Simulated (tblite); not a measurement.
# C6H13FN2Si: the cost of one run

Computed with tblite 0.8.0 and PySCF 2.14.0, with density-fitted response routines of our own, on a single molecule in the gas phase. Atoms are numbered from 0 throughout.

### Step 1. Starting geometry

23 atoms, charge 0, multiplicity 1; geometry from: force field or distance geometry start.

Bonds of the start (Å): C0–C1 1.35, C1–N2 1.41, N2–C3 1.47, C3–C4 1.52, C4–C5 1.51, C5–C6 1.52, C1–Si7 1.87, Si7–N8 1.79, Si7–F9 1.68, C6–N2 1.46, C0–H10 1.09, C0–H11 1.07, C3–H12 1.08, C3–H13 1.11, C4–H14 1.11, C4–H15 1.09, C5–H16 1.11, C5–H17 1.09, C6–H18 1.13, C6–H19 1.11, Si7–H20 1.46, N8–H21 1.04, N8–H22 1.04.

### Step 2. Relaxing the molecule with GFN2-xTB

The job: settings as JSON, then the geometry in Å.

```
{"job": {"kind": "relax", "xc": "GFN2-xTB", "basis": "xTB"}, "charge": 0, "multiplicity": 1}
C      1.596500    -1.492600    -0.023500
C      1.024800    -0.271300    -0.026100
N     -0.366800    -0.100500    -0.141100
C     -1.355200    -1.099500    -0.582600
C     -2.441900    -0.865900     0.454800
C     -2.614500     0.630700     0.319800
C     -1.181100     1.087900     0.102300
Si     2.179700     1.179700     0.171900
N      3.780400     0.730000    -0.498300
F      2.318200     1.479100     1.818400
H      2.680300    -1.535200     0.080300
H      1.038500    -2.400300    -0.119400
H     -1.686700    -0.948600    -1.600800
H     -0.950600    -2.126200    -0.441200
H     -2.002900    -1.046700     1.462800
H     -3.352900    -1.447000     0.315100
H     -2.977200     1.059600     1.271800
H     -3.209700     0.920400    -0.549900
H     -0.812100     1.653300     1.006600
H     -1.139100     1.822500    -0.728200
H      1.608000     2.347000    -0.502900
H      3.677000     0.531300    -1.515100
H      4.182500    -0.080700     0.008200
```

On the command line:

```
OMP_NUM_THREADS=1 python probes_run.py task.json out
```

One launch serves the whole session: the jobs run in the order shown.

Q: Estimate the wall time and peak memory of this first job on 1 thread of Arm Neoverse V2, shared host.

About 1.5 s, with a peak of 0.18 GiB.
